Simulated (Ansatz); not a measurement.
# SiAsH (singlet): the correlation ladder, cc-pVDZ

One table from this session's results is given with a row withheld; the runs are named, their logs left out.

The runs use Ansatz 0.2.0, Gaussian basis; cc-pVDZ, core rule «outside noble gas», up to 19 orbitals frozen.

To be run: UHF; CCSD(T) on RHF; CCSD(T) on UHF; BCCD(T) on RHF; CISD; CCSDT(Q) on RHF; CCSDT(Q) on UHF; CCSDTQ on RHF; CCSDTQ on UHF; CASSCF and MRCISD+Q, 10 electrons in 9 orbitals; CASSCF and NEVPT2, 10 electrons in 9 orbitals.

4 further runs of the same task are left out: 4 set aside as unsound or not needed.

### The system

The geometry is a PBE0/def2-TZVP stationary point (not a proven minimum). No spin-orbit coupling is included. The filled d shell of As may be among the frozen orbitals whatever the setting's name suggests; the logs give the count.

3 atoms, charge 0, spin multiplicity 1.

Atoms are counted from 1 here; the program's logs count them from 0.

Bond lengths: Si1–As2 2.148 Å, As2–H3 1.622 Å. Angles: Si1–As2–H3 54.9°.

As a file:

| atom | x (Å) | y (Å) | z (Å) |
| --- | --- | --- | --- |
| Si1 | 0.00000 | -0.02642 | 1.55912 |
| As2 | 0.00000 | -0.00774 | -0.58923 |
| H3 | 0.00000 | 1.31158 | 0.35474 |

The first run:

The input, in.yaml:

```yaml
crystal:
  periodic: [false, false, false]
  atoms:
    - {symbol: Si, position_ang: [0.000000, -0.026419, 1.559119]}
    - {symbol: As, position_ang: [0.000000, -0.007742, -0.589232]}
    - {symbol: H, position_ang: [0.000000, 1.311581, 0.354737]}
basis:
  gaussian: {orbitals: cc-pVDZ}
magnetization: {spin_polarized: true, initial_magnetization: 0}
hamiltonian: {xc: hf}
output: {orbitals: {seedname: orbitals}}
```

The run is started by

```bash
$ ansatz run in.yaml --threads 1 --pin off --events-out ev --progress --plain --max-ram 4096MiB --backend cpu
```

Among the steps run: UHF; CCSD(T) on RHF; CCSD(T) on UHF; BCCD(T) on RHF; CISD; CCSDT(Q) on RHF; CCSDT(Q) on UHF; CCSDTQ on RHF; CCSDTQ on UHF; CASSCF and MRCISD+Q, 10 electrons in 9 orbitals; CASSCF and NEVPT2, 10 electrons in 9 orbitals.

One table of the session follows, with a row left open; its other results are not shown here.

It belongs to the step «Misses and costs». 

| method | from RCCSDTQ (kcal/mol) |
| --- | --- |
| RHF | +143.46 |
| UHF | +143.28 |
| RMP2 | +24.99 |
| CISD | ? |
| RCCSD | +7.94 |
| RCCSD(T) | +1.19 |
| BCCD(T) | +1.19 |
| RCCSDT | +0.59 |
| RCCSDT(Q) | -0.01 |
| RCCSDTQ | 0 |
| CASSCF valence | +90.47 |
| NEVPT2 valence | +20.04 |
| MRCISD valence | +6.97 |
| MRCISD+Q valence | +0.10 |

**Question.** Estimate the row for CISD.

As computed: from RCCSDTQ (kcal/mol): +20.14. In the column «from RCCSDTQ (kcal/mol)» it lies between NEVPT2 valence (+20.04) and RMP2 (+24.99).
